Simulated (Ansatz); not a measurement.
Consider vertical energies of changing the electron count of B2H6OSi, SMILES B[SiH](B)O (the Ansatz DFT code, driven from Python).

Contents of `b2h6osi.xyz`:
```text
10

B    -1.30490    0.81290    0.05040
Si    0.17100   -0.23170   -0.45910
B     0.81620   -1.13690    1.10190
O     1.48080    0.78350   -1.11340
H    -2.40410    0.65030   -0.47520
H    -1.23050    1.73260    0.83840
H    -0.20790   -1.22220   -1.45630
H     0.26090   -2.03050    1.52810
H     1.44710   -0.47880    1.95070
H     1.05460    1.06980   -1.96250
```

The script, `ip_b2h6osi.py`:
```python
"""Removing and adding an electron on B2H6OSi at fixed geometry."""

import logging
import sys

import ansatz as az

logging.basicConfig(stream=sys.stdout, format="%(name)s: %(message)s")
log = logging.getLogger("ansatz_job")
log.setLevel(logging.INFO)


def energy(molecule, charge=0, unpaired=0):
    calc = molecule.calculation().basis(gaussian="def2-SVPD").functional("PBE0")
    if charge:
        calc = calc.charge(charge)
    if unpaired:
        calc = calc.spin("collinear", total=unpaired)
    report = calc.run(threads=1).report
    if report["published_state_doubts"]:
        print("  doubts:", report["published_state_doubts"])
    return report["free_energy_ev"]

mol = az.Crystal.molecule_from_extxyz("b2h6osi.xyz")

# delta-SCF style differences, no relaxation
parent = energy(mol, 0, 0)
cation = energy(mol, 1, 1)
log.info(f"E(N)   = {parent:.5f} eV")
log.info(f"E(N-1) = {cation:.5f} eV  (1 unpaired)")
log.info(f"vertical ionisation energy {cation - parent:.3f} eV")
anion = energy(mol, -1, 1)
log.info(f"E(N+1) = {anion:.5f} eV  (1 unpaired)")
log.info(f"vertical electron affinity {parent - anion:.3f} eV" + ("" if anion < parent else " (unbound in this basis)"))
log.info(f"fundamental gap IP - EA = {cation + anion - 2 * parent:.3f} eV")
```

What does it cost to change the electron count at this fixed geometry?

At this unrelaxed geometry removing an electron costs 10.07 eV and adding one releases 1.79 eV.

What the script printed:

```console
$ python ip_b2h6osi.py
ansatz_job: E(N)   = -11360.38800 eV
ansatz_job: E(N-1) = -11350.31462 eV  (1 unpaired)
ansatz_job: vertical ionisation energy 10.073 eV
ansatz_job: E(N+1) = -11362.17383 eV  (1 unpaired)
ansatz_job: vertical electron affinity 1.786 eV
ansatz_job: fundamental gap IP - EA = 8.288 eV
```

Total energies depend on the basis set; only differences at equal settings carry meaning. The geometry is a force-field or estimated start, not a minimum of this method, and the basis set is short of its limit. All parts are taken at fixed geometry, without zero-point energy. At an unrelaxed start these energies can be a whole eV from those at the minimum, and a small affinity can change sign. Wall time of the script: 24 s on 1 thread of Arm Neoverse V2, on a shared host, peak memory 0.38 GiB.
